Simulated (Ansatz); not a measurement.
# NiO: the cost of one run

Computed with Ansatz 0.2.0 (DFT r²SCAN, scalar-relativistic, plane waves, PAW, unless a step's input says otherwise).

**1. The structure to begin with**

The structure is trigonal, space group R-3m (No. 166). The conventional cell has a = 2.948 Å, b = 2.948 Å, c = 7.190 Å, α = 90.00°, β = 90.00°, γ = 120.00°. Ni (site symmetry -3m) has 6 O at 2.08 Å as nearest neighbours. O (site symmetry -3m) is surrounded by 6 Ni at 2.08 Å.

As a file:

```
CELL_PARAMETERS angstrom
0.00000 1.70183 4.79312
-1.47383 -0.85092 4.79312
1.47383 -0.85092 4.79312
ATOMIC_POSITIONS crystal
Ni 0.50000 0.50000 0.50000
O 0.25000 0.25000 0.25000
Ni 0.00000 0.00000 0.00000
O 0.75000 0.75000 0.75000
```

An earlier run at r²SCAN left this cell at 9.017 Å³/atom and -0.01 GPa (10×10×10 mesh). The large moments point both ways and cancel.

Volume factors to run: 0.980, 1.020, 0.960, 1.040.

**2. Scaling the volume by 0.980**

input.yaml reads:

```yaml
crystal:
  lattice:
    - [0.0, 1.6904081852, 4.760945724]
    - [-1.4639364311, -0.8452040925, 4.760945724]
    - [1.4639364311, -0.8452040925, 4.760945724]
  atoms:
    - { symbol: Ni, position: [0.5, -0.5, 0.5], spin: 1.73 }
    - { symbol: O, position: [0.2500000001, 0.2500000001, 0.2500000001] }
    - { symbol: Ni, position: [1.0, 0.0, 1.0], spin: -1.73 }
    - { symbol: O, position: [0.7499999999, 0.7499999999, 0.7499999999] }
basis:
  ecutwfc: 500
  ecutrho_ratio: 4
kpoints:
  mp_grid: { grid: [10, 10, 10] }
hamiltonian:
  xc: r2scan
scf:
  occupations: { method: gaussian, width: 0.05 }
output:
  forces: true
  stress: true
  eigenvalues: true
  populations: true
magnetization:
  spin_polarized: true
relax:
  f_tol: 0.01
  max_steps: 40
  cell: { stress_tol: 0.1, fix: [volume] }
```

The run is started by

```sh
> ansatz run input.yaml --threads 2 --pin off --max-ram 5120MiB --backend cpu --events-out ev --progress --plain --runs-dir out
```

**Question.** How long does this run take on 2 threads of Intel Xeon at 2.50GHz (Skylake/Cascade Lake), shared host, and how much memory does it need?

About 4.2 min, with a peak of 0.68 GiB.
